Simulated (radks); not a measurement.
# He⁺ in 1s1: an all-electron calculation

Aim: the levels, the sizes of the orbitals and the parts of the energy of the helium ion He+.

Program: radks (a radial shooting solver on a logarithmic mesh, Libxc functionals) version 1. Level of theory: scalar-relativistic Kohn-Sham, r2SCAN, spin-polarised, spherical densities, finite nucleus; open shells are filled with parallel spins first. These are calculated values, not measurements, unless marked.

## 1. The atom as given

```
element            : helium (Z = 2)
charge             : +1
electrons          : 1
configuration      : 1s1
nuclear rms radius : 1.6755 fm
```

Outer shells as boxes (Hund's rule):

He⁺
```
1s [↑ ]
```

## 2. The calculation

Input:

```text
Z 2
configuration 1s1
relativity scalar-relativistic
functional r2scan,r2scan
spin polarised
nucleus finite rms 1.6755 fm
c 137.035999084
```

Started as:

```sh
> python run_ks.py task.json out
```

The same process makes all the runs of this session.

**Question.** What will this run give?

As calculated:

```
                        quantity                    value
                    total energy         -2.00027 hartree
exchange-correlation share of it                  31.16 %
                            −T/E                   1.0001
          highest occupied level        1s up, -43.215 eV
    most extended occupied level  1s up, <r> = 0.754 bohr
 radius at density 0.001 e/bohr³                1.97 bohr
    maxima of the radial density                        1
         ionisation energy, NIST       54.418 (theory) eV
```

**Reading.** The radial density shows 1 maxima for 1 occupied principal shells. The top level binds by 43.215 eV, 79 % of the NIST ionisation energy of 54.418 eV; the potential of a semilocal functional falls off too fast, so its top eigenvalue is too shallow. 
